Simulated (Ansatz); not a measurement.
LiY3:

```
CELL_PARAMETERS angstrom
-2.36719 2.36719 5.32664
2.36719 -2.36719 5.32664
2.36719 2.36719 -5.32664
ATOMIC_POSITIONS crystal
Y 0.50000 0.50000 0.00000
Y 0.25000 0.75000 0.50000
Y 0.75000 0.25000 0.50000
Li 0.00000 0.00000 0.00000
```

The cell comes from a database or a generator and needn't be the stable form of this composition.

* Program: Ansatz 0.2.0
* Task: relaxation of cell and atoms
* Functional: r2SCAN
* Potentials or basis: Ansatz PAW
* Cutoff: 500 eV (not typed: the program's choice for these potentials)
* k mesh: 6 × 6 × 6
* Occupations: fermi-dirac, width 0.05 eV
* Spin: no spin polarisation

At the start: volume 29.85 Å³/atom.

Question: Where does the relaxation end?

Answer: It ends after 6 steps and the volume is 30.42 Å³/atom (+1.9 %); space group I4/mmm (No. 139, to 0.05 Å).

Step by step:
| step | energy change (eV) | largest force (eV/Å) | volume (Å³) |
| --- | --- | --- | --- |
| 1 | 0.0000 | 0.0000 | 119.39 |
| 2 | -0.0166 | 0.0000 | 121.91 |
| 3 | -0.0219 | 0.0000 | 122.22 |
| 4 | -0.0237 | 0.0000 | 121.71 |
| 5 | -0.0237 | 0.0000 | 121.68 |
| 6 | -0.0241 | 0.0000 | 121.68 |

Final structure:
```cif
data_structure
_symmetry_space_group_name_H-M 'P 1'
_symmetry_Int_Tables_number 1
_cell_length_a 6.4598
_cell_length_b 6.4598
_cell_length_c 6.4598
_cell_angle_alpha 137.487
_cell_angle_beta 137.487
_cell_angle_gamma 61.689
_cell_volume 121.68
loop_
_atom_site_label
_atom_site_type_symbol
_atom_site_fract_x
_atom_site_fract_y
_atom_site_fract_z
_atom_site_occupancy
Y1 Y 0.50000 0.50000 0.00000 1
Y2 Y 0.25000 0.75000 0.50000 1
Y3 Y 0.75000 0.25000 0.50000 1
Li1 Li 0.00000 0.00000 0.00000 1
```

Caveat: the plane-wave basis is chosen anew once the cell has moved, so the energies of steps on either side of that aren't comparable; the PAW data sets come from PBE, with cores solved anew for the run's functional, which leaves a small shift of forces and pressure.
